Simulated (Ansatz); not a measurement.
**CH3B2Br: basis-set convergence**

Aim: see how fast density functionals converge with the basis set for CH3B2Br.

Program: Ansatz 0.2.0, Gaussian basis. Level of theory: one geometry, several basis sets. These are calculated values, not measurements.

The runs, in order: PBE0-D4/def2-SVP; ωB97M-V/def2-SVP; PBE0-D4/def2-QZVPP; ωB97M-V/def2-QZVPP; the functionals' def2-TZVPP values are taken from earlier runs.

**1. The geometry**

The geometry comes from an earlier relaxation with PBE0-D4 in a triple-zeta def2 set; it is a stationary point, not always the lowest conformer.

SMILES `BrC1BB1`, 7 atoms, charge 0, spin multiplicity 1.

Atoms are counted from 1 here; the program's logs count them from 0.

Bond lengths: Br1–C2 1.896 Å, C2–B3 1.445 Å, C2–B4 1.604 Å, C2–H5 1.154 Å, B3–B4 1.560 Å, B3–H6 1.178 Å, B4–H7 1.187 Å. Angles: Br1–C2–B3 141.4°, Br1–C2–B4 157.3°, Br1–C2–H5 98.5°, B3–C2–B4 61.3°, B3–C2–H5 120.1°, B4–C2–H5 58.8°, C2–B3–B4 64.4°, C2–B3–H6 140.1°, B4–B3–H6 155.5°, C2–B4–B3 54.3°, C2–B4–H7 136.6°, B3–B4–H7 169.1°.

**2. PBE0-D4 in def2-SVP**

File in.yaml:

```yaml
crystal:
  periodic: [false, false, false]
  atoms:
    - {symbol: Br, position_ang: [-2.218855, -1.008082, -0.537709]}
    - {symbol: C, position_ang: [-0.548366, -0.233603, -0.085796]}
    - {symbol: B, position_ang: [0.110801, 0.489673, 0.976779]}
    - {symbol: B, position_ang: [0.987182, 0.189556, -0.278502]}
    - {symbol: H, position_ang: [0.027711, -0.495603, -1.050379]}
    - {symbol: H, position_ang: [-0.112863, 0.921708, 2.050159]}
    - {symbol: H, position_ang: [1.815688, 0.068452, -1.120253]}
basis:
  gaussian: {orbitals: def2-SVP}
hamiltonian: {xc: pbe0, dispersion: d4}
output: {orbitals: {seedname: orbitals}}
```

The run is started by

```
> ansatz run in.yaml --threads 2 --pin off --events-out ev --progress --plain --max-ram 4352MiB
```

The runs that follow: ωB97M-V in def2-SVP; PBE0-D4 in def2-QZVPP; ωB97M-V in def2-QZVPP.

**Question.** What will the summary of the whole plan be? Wanted: PBE0-D4: double and triple zeta above quadruple; ωB97M-V: double and triple zeta above quadruple.

**Answer**, as computed:

| quantity | value |
| --- | --- |
| PBE0-D4: double and triple zeta above quadruple | 12.75, 1.58 eV |
| ωB97M-V: double and triple zeta above quadruple | 12.79, 1.51 eV |

PBE0-D4 gains 11.17 eV from double to triple zeta, then 1.58 eV more. These are total energies; as a rule much of such shifts cancels in differences, which this series doesn't test.
